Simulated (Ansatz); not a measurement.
# AsH₆NSi: up Jacob's ladder to CCSD(T)

An exercise on one series of results from a longer session: the logs are not shown, and one member is left open.

Computed with Ansatz 0.2.0, Gaussian basis. Level: functionals in def2-TZVPP, the program's frozen cores in correlated methods.

The runs, in order: LDA (SPW92), PBE-D4, revPBE-D4, BLYP-D4, r2SCAN-D4, B97M-V, PBE0-D4, B3LYP-D4, r2SCANh-D4, r2SCAN0-D4, HSE06-D4, BHLYP-D4, CAM-B3LYP-D4, LC-ωPBE, ωB97X-V, ωB97M-V, B2PLYP, PBE-QIDH; CCSD(T)/def2-SVP; CCSD(T)/def2-TZVPP; MP2/def2-QZVPP; extrapolation to the limit; RPA on PBE.

### The geometry

An earlier PBE0-D4 in a triple-zeta def2 set relaxation fixed the geometry.

SMILES `N[AsH][SiH3]`, 9 atoms, charge 0, spin multiplicity 1.

Atoms are counted from 1 here; the program's logs count them from 0.

Bond lengths: N1–As2 1.864 Å, N1–H4 1.011 Å, N1–H5 1.011 Å, As2–Si3 2.365 Å, As2–H6 1.537 Å, Si3–H7 1.488 Å, Si3–H8 1.485 Å, Si3–H9 1.489 Å. Angles: As2–N1–H4 110.5°, As2–N1–H5 114.1°, H4–N1–H5 108.7°, N1–As2–Si3 94.9°, N1–As2–H6 101.5°, Si3–As2–H6 91.9°, As2–Si3–H7 108.9°, As2–Si3–H8 109.3°, As2–Si3–H9 111.1°, H7–Si3–H8 109.3°, H7–Si3–H9 109.2°, H8–Si3–H9 109.0°.

The first run:

The input, in.yaml:

```yaml
crystal:
  periodic: [false, false, false]
  atoms:
    - {symbol: N, position_ang: [-1.101086, 0.718983, -1.145642]}
    - {symbol: As, position_ang: [0.735085, 0.438144, -0.988942]}
    - {symbol: Si, position_ang: [0.557260, -1.064698, 0.828624]}
    - {symbol: H, position_ang: [-1.303717, 1.291362, -1.954263]}
    - {symbol: H, position_ang: [-1.525333, 1.144264, -0.332310]}
    - {symbol: H, position_ang: [1.144072, 1.592639, -0.059758]}
    - {symbol: H, position_ang: [1.889510, -1.194007, 1.477891]}
    - {symbol: H, position_ang: [0.123929, -2.393314, 0.326652]}
    - {symbol: H, position_ang: [-0.431220, -0.579671, 1.830648]}
basis:
  gaussian: {orbitals: def2-TZVPP}
hamiltonian: {xc: lda}
output: {orbitals: {seedname: orbitals}}
```

Command:

```bash
$ ansatz run in.yaml --threads 2 --pin off --events-out ev --progress --plain --max-ram 4352MiB
```

Steps of the session up to this table: LDA; PBE-D4 (GGA); revPBE-D4 (GGA); BLYP-D4 (GGA); r2SCAN-D4 (meta-GGA); B97M-V (meta-GGA); B3LYP-D4 (hybrid); r2SCANh-D4 (hybrid); r2SCAN0-D4 (hybrid); HSE06-D4 (hybrid); BHLYP-D4 (hybrid); CAM-B3LYP-D4 (range-separated); LC-ωPBE (range-separated); ωB97X-V (range-separated); ωB97M-V (range-separated); B2PLYP (double hybrid); PBE-QIDH (double hybrid).

One table of the session follows, with a row left open; its other results are not shown here.

It belongs to the step «Orbital energies across the functionals». 

```
  functional  HOMO (eV)  gap (eV)
 LDA (SPW92)      -6.08      4.72
      PBE-D4      -5.96      4.78
   revPBE-D4      -5.91      4.82
     BLYP-D4      -5.81      4.74
   r2SCAN-D4      -6.23      5.33
      B97M-V      -6.34      5.31
     PBE0-D4      -7.13      6.79
    B3LYP-D4      -6.92      6.35
  r2SCANh-D4          ?         ?
  r2SCAN0-D4      -7.29      7.12
    HSE06-D4      -6.74      6.03
    BHLYP-D4      -8.09      8.60
CAM-B3LYP-D4      -8.39      9.05
     LC-ωPBE      -9.69     11.53
     ωB97X-V      -9.36     11.04
     ωB97M-V      -9.22     10.63
```

Estimate the missing values for r2SCANh-D4.

Worked estimate for «HOMO (eV)». Against the share of exact exchange, r2SCAN-D4 (0, -6.23), r2SCAN0-D4 (0.25, -7.29) give a slope of -4.24 per unit share; at 0.1 the line stands at -6.65.

As computed: HOMO (eV): -6.67; gap (eV): 6.06. In «HOMO (eV)» the line misses by +0.02.
